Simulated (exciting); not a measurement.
# CuPb (Fm-3m) in exciting: runs at scaled volumes

Single points of CuPb at other volumes, in PBE.

All numbers are computed with exciting (release sodium); they aren't measurements. Logs are shortened: lines on timing, memory, paths and dates and some standing lists are left out, and cuts for length are marked.

## (1) The structure

The structure is cubic, space group Fm-3m (No. 225). Conventional cell: a = 5.226 Å, b = 5.226 Å, c = 5.226 Å, α = 90.00°, β = 90.00°, γ = 90.00°. Around Cu (site symmetry m-3m) lie 6 Pb at 2.61 Å. Pb (site symmetry m-3m) has 6 Cu at 2.61 Å as nearest neighbours.

The cell was built by a generator and needn't be a form met in nature.

## (2) Equation of state, PBE, 16.77 Å³/atom (volume scaled by 0.94)

Contents of input.xml:

```xml
<input>
  <title>CuPb</title>
  <structure speciespath="./" tshift="false">
    <crystal scale="1">
      <basevect>0.000000000000 4.836880551663 4.836880551663</basevect>
      <basevect>4.836880551663 0.000000000000 4.836880551663</basevect>
      <basevect>4.836880551663 4.836880551663 0.000000000000</basevect>
    </crystal>
    <species speciesfile="Cu.xml" rmt="2">
      <atom coord="0.000000000000 0.000000000000 0.000000000000"/>
    </species>
    <species speciesfile="Pb.xml" rmt="2.3">
      <atom coord="0.500000000000 0.500000000000 0.500000000000"/>
    </species>
  </structure>
  <groundstate do="fromscratch" ngridk="9 9 9" rgkmax="9" gmaxvr="14" lmaxapw="10" lmaxmat="10" lmaxvr="8" xctype="GGA_PBE" stype="Fermi Dirac" swidth="0.00183747" nempty="14" ValenceRelativity="iora*" epsengy="1e-05" epspot="1e-05" maxscl="60" outputlevel="normal"/>
</input>
```

Potentials or basis: all-electron LAPW+lo, shipped species files, valence relativity iora*.

On the command line:

```console
OMP_NUM_THREADS=1 exciting_smp
```

INFO.OUT:

```text
================================================================================
EXCITING SODIUM started
[... 10 lines left out ...]

 Lattice vectors (cartesian) :
      0.0000000000      4.8368805517      4.8368805517
      4.8368805517      0.0000000000      4.8368805517
      4.8368805517      4.8368805517      0.0000000000

 Reciprocal lattice vectors (cartesian) :
     -0.6495080083      0.6495080083      0.6495080083
      0.6495080083     -0.6495080083      0.6495080083
      0.6495080083      0.6495080083     -0.6495080083

 Unit cell volume                           :     226.3216408325
 Brillouin zone volume                      :       1.0960074897

 Species :    1 (Cu)
     parameters loaded from                 :    Cu.xml
     name                                   :    copper
     nuclear charge                         :     -29.00000000
     electronic charge                      :      29.00000000
     atomic mass                            :  115837.27170000
     muffin-tin radius                      :       2.00000000
     # of radial points in muffin-tin       :     350

     atomic positions (lattice) :
       1 :   0.00000000  0.00000000  0.00000000

 Species :    2 (Pb)
     parameters loaded from                 :    Pb.xml
     name                                   :    lead
     nuclear charge                         :     -82.00000000
     electronic charge                      :      82.00000000
     atomic mass                            :  377702.49410000
     muffin-tin radius                      :       2.30000000
     # of radial points in muffin-tin       :     450

     atomic positions (lattice) :
       1 :   0.50000000  0.50000000  0.50000000

 Total number of atoms per unit cell        :       2

 Spin treatment                             :    spin-unpolarised

 Number of Bravais lattice symmetries       :      48
 Number of crystal symmetries               :      48

 k-point grid                               :       9    9    9
 Total number of k-points                   :      35
 k-point set is reduced with crystal symmetries

 R^MT_min * |G+k|_max (rgkmax)              :       9.00000000
 Species with R^MT_min                      :       1 (Cu)
 Maximum |G+k| for APW functions            :       4.50000000
 Maximum |G| for potential and density      :      14.00000000

 G-vector grid sizes                        :      32    32    32
 Total number of G-vectors                  :   10489

 Maximum angular momentum used for
     APW functions                          :      10
     computing H and O matrix elements      :      10
     potential and density                  :       8
     inner part of muffin-tin               :       2

 Total nuclear charge                       :    -111.00000000
 Total electronic charge                    :     111.00000000
 Total core charge                          :      80.00000000
 Total valence charge                       :      31.00000000

 Number of empty states                     :      14
 Total number of valence states             :      30

 Maximum Hamiltonian size                   :     382
 Maximum number of plane-waves              :     356
 Total number of local-orbitals             :      26

 Exchange-correlation type                  :      20
     Perdew-Burke-Ernzerhof, Phys. Rev. Lett. 77, 3865 (1996)
     Generalised gradient approximation (GGA)

[... 20 lines left out ...]
+ SCF iteration number :    1                                                  +
++++++++++++++++++++++++++++++++++++++++++++++++++++++++++++++++++++++++++++++++
 Total energy                               :    -22567.40811961
 _______________________________________________________________
 Fermi energy                               :         0.42347952
 Kinetic energy                             :     26062.46430223
 Coulomb energy                             :    -48172.46257358
 Exchange energy                            :      -450.93308850
 Correlation energy                         :        -6.47675976

 DOS at Fermi energy (states/Ha/cell)       :        19.01157297

 Electron charges :
     core                                   :        80.00000000
     core leakage                           :         0.01443636
     valence                                :        31.00000000
     interstitial                           :         4.64521138
     charge in muffin-tin spheres :
                  atom     1    Cu          :        27.04753210
                  atom     2    Pb          :        79.30725652
     total charge in muffin-tins            :       106.35478862
     total charge                           :       111.00000000

++++++++++++++++++++++++++++++++++++++++++++++++++++++++++++++++++++++++++++++++
+ SCF iteration number :    2                                                  +
++++++++++++++++++++++++++++++++++++++++++++++++++++++++++++++++++++++++++++++++
 Total energy                               :    -22585.06271874
 _______________________________________________________________
 Fermi energy                               :         0.39825318
 Kinetic energy                             :     26055.86895225
 Coulomb energy                             :    -48182.53456168
 Exchange energy                            :      -451.91619413
 Correlation energy                         :        -6.48091517

 DOS at Fermi energy (states/Ha/cell)       :        15.09938231

 Electron charges :
     core                                   :        80.00000000
     core leakage                           :         0.01418676
     valence                                :        31.00000000
     interstitial                           :         4.19399401
     charge in muffin-tin spheres :
                  atom     1    Cu          :        27.64893113
                  atom     2    Pb          :        79.15707486
     total charge in muffin-tins            :       106.80600599
     total charge                           :       111.00000000

 RMS change in effective potential (target) :  0.948083E-01  ( 0.100000E-04)
 Absolute change in total energy   (target) :   17.6546      ( 0.100000E-04)
 Charge distance                   (target) :  0.128112E-01  ( 0.100000E-04)

++++++++++++++++++++++++++++++++++++++++++++++++++++++++++++++++++++++++++++++++
+ SCF iteration number :    3                                                  +
++++++++++++++++++++++++++++++++++++++++++++++++++++++++++++++++++++++++++++++++
 Total energy                               :    -22584.24785055
 _______________________________________________________________
 Fermi energy                               :         0.40054500
 Kinetic energy                             :     26054.74820632
 Coulomb energy                             :    -48180.79292580
 Exchange energy                            :      -451.72295379
 Correlation energy                         :        -6.48017728

 DOS at Fermi energy (states/Ha/cell)       :        12.22934194

 Electron charges :
     core                                   :        80.00000000
     core leakage                           :         0.01401235
     valence                                :        31.00000000
     interstitial                           :         4.27680960
     charge in muffin-tin spheres :
                  atom     1    Cu          :        27.51212151
                  atom     2    Pb          :        79.21106890
     total charge in muffin-tins            :       106.72319040
     total charge                           :       111.00000000
[... 296 lines left out ...]
 DOS at Fermi energy (states/Ha/cell)       :        11.79171125

 Electron charges :
     core                                   :        80.00000000
     core leakage                           :         0.01395151
     valence                                :        31.00000000
     interstitial                           :         4.28791138
     charge in muffin-tin spheres :
                  atom     1    Cu          :        27.47920844
                  atom     2    Pb          :        79.23288018
     total charge in muffin-tins            :       106.71208862
     total charge                           :       111.00000000

 RMS change in effective potential (target) :  0.288281E-07  ( 0.100000E-04)
 Absolute change in total energy   (target) :  0.793908E-05  ( 0.100000E-04)
 Charge distance                   (target) :  0.206759E-08  ( 0.100000E-04)

++++++++++++++++++++++++++++++++++++++++++++++++++++++++++++++++++++++++++++++++
+ SCF iteration number :   15                                                  +
++++++++++++++++++++++++++++++++++++++++++++++++++++++++++++++++++++++++++++++++
 Total energy                               :    -22583.63974184
 _______________________________________________________________
 Fermi energy                               :         0.39346670
 Kinetic energy                             :     26053.64488135
 Coulomb energy                             :    -48179.15550194
 Exchange energy                            :      -451.64939543
 Correlation energy                         :        -6.47972581

 DOS at Fermi energy (states/Ha/cell)       :        11.79171614

 Electron charges :
     core                                   :        80.00000000
     core leakage                           :         0.01395151
     valence                                :        31.00000000
     interstitial                           :         4.28791141
     charge in muffin-tin spheres :
                  atom     1    Cu          :        27.47920839
                  atom     2    Pb          :        79.23288020
     total charge in muffin-tins            :       106.71208859
     total charge                           :       111.00000000

 RMS change in effective potential (target) :  0.255037E-08  ( 0.100000E-04)
 Absolute change in total energy   (target) :  0.224654E-05  ( 0.100000E-04)
 Charge distance                   (target) :  0.129587E-08  ( 0.100000E-04)

++++++++++++++++++++++++++++++++++++++++++++++++++++++++++++++++++++++++++++++++
| Convergency criteria checked for the last 2 iterations                       +
| Convergence targets achieved. Performing final SCF iteration                 +
++++++++++++++++++++++++++++++++++++++++++++++++++++++++++++++++++++++++++++++++
 Total energy                               :    -22583.63974170
 _______________________________________________________________
 Fermi energy                               :         0.39346670
 Kinetic energy                             :     26053.64488131
 Coulomb energy                             :    -48179.15550178
 Exchange energy                            :      -451.64939542
 Correlation energy                         :        -6.47972581

 DOS at Fermi energy (states/Ha/cell)       :        11.79171682

 Electron charges :
     core                                   :        80.00000000
     core leakage                           :         0.01395151
     valence                                :        31.00000000
     interstitial                           :         4.28791141
     charge in muffin-tin spheres :
                  atom     1    Cu          :        27.47920839
                  atom     2    Pb          :        79.23288020
     total charge in muffin-tins            :       106.71208859
     total charge                           :       111.00000000

++++++++++++++++++++++++++++++++++++++++++++++++++++++++++++++++++++++++++++++++
[... 12 lines left out ...]
| EXCITING SODIUM stopped                                                      =
================================================================================
```

Run time: 97 s. Hardware: 1 thread of Arm Neoverse V2, shared host; peak memory 0.13 GiB.

What came out:

- Free energy: -614532.1480 eV
- Band gap on the k mesh: none (metal or under the smearing width)
- All electrons inside the program's atomic spheres: Cu 27.48; Pb 79.23 (radii Cu 2.0, Pb 2.3 bohr)

Caveat: the log's total energy holds no entropy term; the free energy is that total less TS from the occupations.

## (3) Equation of state, PBE, 17.13 Å³/atom (volume scaled by 0.96)

input.xml, as its differences from that of step 2:

```diff
@@ -4,5 +4,5 @@
     <crystal scale="1">
-      <basevect>0.000000000000 4.836880551663 4.836880551663</basevect>
-      <basevect>4.836880551663 0.000000000000 4.836880551663</basevect>
-      <basevect>4.836880551663 4.836880551663 0.000000000000</basevect>
+      <basevect>0.000000000000 4.870944213001 4.870944213001</basevect>
+      <basevect>4.870944213001 0.000000000000 4.870944213001</basevect>
+      <basevect>4.870944213001 4.870944213001 0.000000000000</basevect>
     </crystal>
```

Potentials or basis: all-electron LAPW+lo, shipped species files, valence relativity iora*.

On the command line:

```console
OMP_NUM_THREADS=1 exciting_smp
```

Wall time 1.8 min (1 thread of Arm Neoverse V2, shared host); peak memory 0.13 GiB.

It converged, with:

| Item | Value |
| --- | --- |
| Free energy | -614532.2873 eV |
| Band gap on the k mesh | none (metal or under the smearing width) |
| All electrons inside the program's atomic spheres | Cu 27.46; Pb 79.22 (radii Cu 2.0, Pb 2.3 bohr) |

Caveat: the log's total energy holds no entropy term; the free energy is that total less TS from the occupations.

## (4) Equation of state, PBE, 17.48 Å³/atom (volume scaled by 0.98)

input.xml, as its differences from that of step 3:

```diff
@@ -4,5 +4,5 @@
     <crystal scale="1">
-      <basevect>0.000000000000 4.870944213001 4.870944213001</basevect>
-      <basevect>4.870944213001 0.000000000000 4.870944213001</basevect>
-      <basevect>4.870944213001 4.870944213001 0.000000000000</basevect>
+      <basevect>0.000000000000 4.904537993182 4.904537993182</basevect>
+      <basevect>4.904537993182 0.000000000000 4.904537993182</basevect>
+      <basevect>4.904537993182 4.904537993182 0.000000000000</basevect>
     </crystal>
```

On the command line:

```console
OMP_NUM_THREADS=1 exciting_smp
```

Run time: 1.9 min. Hardware: 1 thread of Arm Neoverse V2, shared host; peak memory 0.13 GiB.

The run converged. Its results:

| Property | Result |
| --- | --- |
| Free energy | -614532.4092 eV |
| Band gap on the k mesh | none (metal or under the smearing width) |
| All electrons inside the program's atomic spheres | Cu 27.45; Pb 79.20 (radii Cu 2.0, Pb 2.3 bohr) |

Caveat: the log's total energy holds no entropy term; the free energy is that total less TS from the occupations.

## (5) Equation of state, PBE, 17.84 Å³/atom

input.xml, as its differences from that of step 4:

```diff
@@ -4,5 +4,5 @@
     <crystal scale="1">
-      <basevect>0.000000000000 4.904537993182 4.904537993182</basevect>
-      <basevect>4.904537993182 0.000000000000 4.904537993182</basevect>
-      <basevect>4.904537993182 4.904537993182 0.000000000000</basevect>
+      <basevect>0.000000000000 4.937677768741 4.937677768741</basevect>
+      <basevect>4.937677768741 0.000000000000 4.937677768741</basevect>
+      <basevect>4.937677768741 4.937677768741 0.000000000000</basevect>
     </crystal>
```

On the command line:

```console
OMP_NUM_THREADS=1 exciting_smp
```

It took 2.2 min on 1 thread of Arm Neoverse V2, shared host; peak memory 0.13 GiB.

The run converged. Its results:

```
Free energy                                       : -614532.5157 eV
Band gap on the k mesh                            : none (metal or under the smearing width)
All electrons inside the program's atomic spheres : Cu 27.44; Pb 79.19 (radii Cu 2.0, Pb 2.3 bohr)
```

Caveat: the log's total energy holds no entropy term; the free energy is that total less TS from the occupations.

## (6) Equation of state, PBE, 18.20 Å³/atom (volume scaled by 1.02)

input.xml, as its differences from that of step 5:

```diff
@@ -4,5 +4,5 @@
     <crystal scale="1">
-      <basevect>0.000000000000 4.937677768741 4.937677768741</basevect>
-      <basevect>4.937677768741 0.000000000000 4.937677768741</basevect>
-      <basevect>4.937677768741 4.937677768741 0.000000000000</basevect>
+      <basevect>0.000000000000 4.970378574527 4.970378574527</basevect>
+      <basevect>4.970378574527 0.000000000000 4.970378574527</basevect>
+      <basevect>4.970378574527 4.970378574527 0.000000000000</basevect>
     </crystal>
```

Potentials or basis: all-electron LAPW+lo, shipped species files, valence relativity iora*.

On the command line:

```console
OMP_NUM_THREADS=1 exciting_smp
```

It took 2.4 min on 1 thread of Arm Neoverse V2, shared host; peak memory 0.13 GiB.

It converged, with:

```
Free energy                                       : -614532.6086 eV
Band gap on the k mesh                            : none (metal or under the smearing width)
All electrons inside the program's atomic spheres : Cu 27.42; Pb 79.18 (radii Cu 2.0, Pb 2.3 bohr)
```

Caveat: the log's total energy holds no entropy term; the free energy is that total less TS from the occupations.

## (7) Equation of state, PBE, 18.55 Å³/atom (volume scaled by 1.04)

input.xml, as its differences from that of step 6:

```diff
@@ -4,5 +4,5 @@
     <crystal scale="1">
-      <basevect>0.000000000000 4.970378574527 4.970378574527</basevect>
-      <basevect>4.970378574527 0.000000000000 4.970378574527</basevect>
-      <basevect>4.970378574527 4.970378574527 0.000000000000</basevect>
+      <basevect>0.000000000000 5.002654664366 5.002654664366</basevect>
+      <basevect>5.002654664366 0.000000000000 5.002654664366</basevect>
+      <basevect>5.002654664366 5.002654664366 0.000000000000</basevect>
     </crystal>
```

On the command line:

```console
OMP_NUM_THREADS=1 exciting_smp
```

Run time: 2.5 min. Hardware: 1 thread of Arm Neoverse V2, shared host; peak memory 0.13 GiB.

It converged, with:

| Item | Value |
| --- | --- |
| Free energy | -614532.6884 eV |
| Band gap on the k mesh | none (metal or under the smearing width) |
| All electrons inside the program's atomic spheres | Cu 27.41; Pb 79.16 (radii Cu 2.0, Pb 2.3 bohr) |

Caveat: the log's total energy holds no entropy term; the free energy is that total less TS from the occupations.

## (8) Equation of state, PBE, 18.91 Å³/atom (volume scaled by 1.06)

input.xml, as its differences from that of step 7:

```diff
@@ -4,5 +4,5 @@
     <crystal scale="1">
-      <basevect>0.000000000000 5.002654664366 5.002654664366</basevect>
-      <basevect>5.002654664366 0.000000000000 5.002654664366</basevect>
-      <basevect>5.002654664366 5.002654664366 0.000000000000</basevect>
+      <basevect>0.000000000000 5.034519566052 5.034519566052</basevect>
+      <basevect>5.034519566052 0.000000000000 5.034519566052</basevect>
+      <basevect>5.034519566052 5.034519566052 0.000000000000</basevect>
     </crystal>
```

On the command line:

```console
OMP_NUM_THREADS=1 exciting_smp
```

Wall time 2.5 min (1 thread of Arm Neoverse V2, shared host); peak memory 0.14 GiB.

Results (log left out):

```yaml
Free_energy: -614532.7575 eV
Band_gap_on_the_k_mesh: none (metal or under the smearing width)
All_electrons_inside_the_program's_atomic_spheres: Cu 27.40; Pb 79.15 (radii Cu 2.0, Pb 2.3 bohr)
```

Caveat: the log's total energy holds no entropy term; the free energy is that total less TS from the occupations.
